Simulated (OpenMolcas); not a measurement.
# Fe³⁺ among point charges: CASSCF and CASPT2 levels and susceptibility

Aim: the splitting of the states of Fe³⁺ in the field of 5 point charges, its lowest levels with spin-orbit coupling and its magnetic susceptibility.

Method: state-averaged CASSCF and CASPT2, spin-orbit coupling by RASSI with atomic mean-field integrals. Code: OpenMolcas 26.06.

## (1) Starting point

| Item | Value |
| --- | --- |
| Species | Fe³⁺ (iron, Z = 26, 23 electrons) |
| Basis | ANO-RCC-VDZP [5s4p2d1f], 34 functions |
| Scalar Hamiltonian | DKH2, point nucleus |
| Inactive shells | 1s 2s 2p 3s 3p |
| Active space | 5 electrons in 5 orbitals (3d) |
| Some configurations of this space | 3d⁵ |
| Orbitals | optimised for each spin and parity, averaged over all roots |

Outer shells as boxes (Hund's rule):

3d5
```
3d [↑ ][↑ ][↑ ][↑ ][↑ ]
```

The ion sits among 5 point charges of -2.5 e arranged as a trigonal bipyramid (D3h), 2.02 Å from the ion, with the axial distance 1.879 Å.

Each step is its own input file, run in one work folder so that later steps find the files of earlier ones. Labels, J, g values, rates, χT and fits are worked out afterwards by a script from the matrices that RASSI stores.

## (2) One- and two-electron integrals

The input, a.inp:

```
&GATEWAY
Coord
1

Fe 0.0 0.0 0.0
Basis=ANO-RCC-VDZP
Group=NoSym
NoMove
AngMom=0.0 0.0 0.0
AMFI
XField
5 Angstrom 0
2.020000 0.000000 0.000000 -2.500000
-1.010000 1.749371 0.000000 -2.500000
-1.010000 -1.749371 0.000000 -2.500000
0.000000 0.000000 1.878600 -2.500000
0.000000 0.000000 -1.878600 -2.500000
&SEWARD
```

Started as:

```sh
$ OMP_NUM_THREADS=1 MOLCAS_MEM=1689 MOLCAS_PROJECT=a pymolcas a.inp > a.log
```

## (3) CASSCF: sextets, 1 root

The input, a.inp:

```
&RASSCF
FileOrb=start.orb
Symmetry=1
Spin=6
nActEl=5 0 0
Inactive=9
Ras2=5
CIRoot=1 1 1
SDav=1
CIMx=300
Iter=120 100
PrWF=0.3
OrbListing=Nothing
MaxOrb=0
>>> COPY $Project.JobIph JOB001
```

start.orb holds the contracted functions of the basis, ordered by shell, or the orbitals of the step before.

## (4) CASSCF: quartets, 24 roots

The input, a.inp:

```
&RASSCF
FileOrb=start.orb
Symmetry=1
Spin=4
nActEl=5 0 0
Inactive=9
Ras2=5
CIRoot=24 24 1
SDav=24
CIMx=300
Iter=120 100
PrWF=0.3
OrbListing=Nothing
MaxOrb=0
>>> COPY $Project.JobIph JOB002
```

## (5) CASSCF: doublets, 75 roots

The input, a.inp:

```
&RASSCF
FileOrb=start.orb
Symmetry=1
Spin=2
nActEl=5 0 0
Inactive=9
Ras2=5
CIRoot=75 75 1
SDav=75
CIMx=300
Iter=120 100
PrWF=0.3
OrbListing=Nothing
MaxOrb=0
>>> COPY $Project.JobIph JOB003
```

## (6) RASSI: spin-orbit coupling between the states

The input, a.inp:

```
&RASSI
NrOfJobIphs=3 1 24 75
1
1 2 3 4 5 6 7 8 9 10 11 12 13 14 15 16 17 18 19 20 21 22 23 24
1 2 3 4 5 6 7 8 9 10 11 12 13 14 15 16 17 18 19 20 21 22 23 24 25 26 27
28 29 30 31 32 33 34 35 36 37 38 39 40 41 42 43 44 45 46 47 48 49 50 51
52 53 54 55 56 57 58 59 60 61 62 63 64 65 66 67 68 69 70 71 72 73 74 75
IphNames
JOB001
JOB002
JOB003
EJob
SpinOrbit
DIPRint=1.0
SOCoupling=1000.0
Subsets=2
Property=9
'ANGMOM' 1 'ANGMOM' 2 'ANGMOM' 3 'MLTPL  1' 1 'MLTPL  1' 2 'MLTPL  1' 3
'AMFI' 1 'AMFI' 2 'AMFI' 3
SOProperty=3
'ANGMOM' 1 'ANGMOM' 2 'ANGMOM' 3
```

## (7) CASPT2: IPEA 0.25, imaginary shift 0.1 (closed shells correlated: 3s 3p)

The input, a.inp:

```
>>> COPY JOB001 $Project.JobIph
&CASPT2
Multistate=1 1
Frozen=5
IPEA=0.25
Imaginary=0.1
MaxIter=60
WThr=0.0 0.3 0.05
PrWF=0.5
NoMix
>>> COPY JOB002 $Project.JobIph
&CASPT2
Multistate=24 1 2 3 4 5 6 7 8 9 10 11 12 13 14 15 16 17 18 19 20 21 22
23 24
NoMult
Frozen=5
IPEA=0.25
Imaginary=0.1
MaxIter=60
WThr=0.0 0.3 0.05
PrWF=0.5
NoMix
>>> COPY JOB003 $Project.JobIph
&CASPT2
Multistate=75 1 2 3 4 5 6 7 8 9 10 11 12 13 14 15 16 17 18 19 20 21 22
23 24 25 26 27 28 29 30 31 32 33 34 35 36 37 38 39 40 41 42 43 44 45 46
47 48 49 50 51 52 53 54 55 56 57 58 59 60 61 62 63 64 65 66 67 68 69 70
71 72 73 74 75
NoMult
Frozen=5
IPEA=0.25
Imaginary=0.1
MaxIter=60
WThr=0.0 0.3 0.05
PrWF=0.5
NoMix
```

(Steps that only read results are left out.)

What does the calculation give? Wanted: spin-free ground state; lowest level; next level.

The runs gave:

| quantity | value |
| --- | --- |
| method | SS-CASPT2, IPEA 0.25, imaginary shift 0.1 (closed shells correlated: 3s 3p) |
| spin-free ground state | 6A1, 1-fold in its orbital part |
| lowest level | 2-fold E1/2, g = 0.00, 0.00, 10.01 |
| next level | 0.1 cm⁻¹ |
| χT at 300 K | 4.39 cm³ K/mol |
| effective moment at 300 K | 5.92 μB |

Cost by method:

| method | time of its own steps | time with the reference |
| --- | --- | --- |
| A. CASSCF | 21 s | 21 s |
| B. SS-CASPT2, IPEA 0.25, imaginary shift 0.1, +3s 3p | 7.3 s | 28 s |

Times are of one thread on a shared host.

What this shows: The spin-free ground state (6A1) comes to 100 % from free-ion S terms and keeps the highest spin of the shell. χT at 300 K is 4.39, against 4.39 cm³ K/mol for the spin alone, as a half-filled shell (L = 0) has no orbital moment. An active space of the d shell alone favours high spin; real ions in strong fields can be low spin. CASPT2 does not keep the components of a term degenerate, and the means are used. The field of point charges can differ much from that of real complexes. With metal d orbitals alone active, the gaps between spin states are rough; where two lie within a few thousand cm-1, their order is open. Point charges carry no covalency, so the field is a model and not that of real ligands.
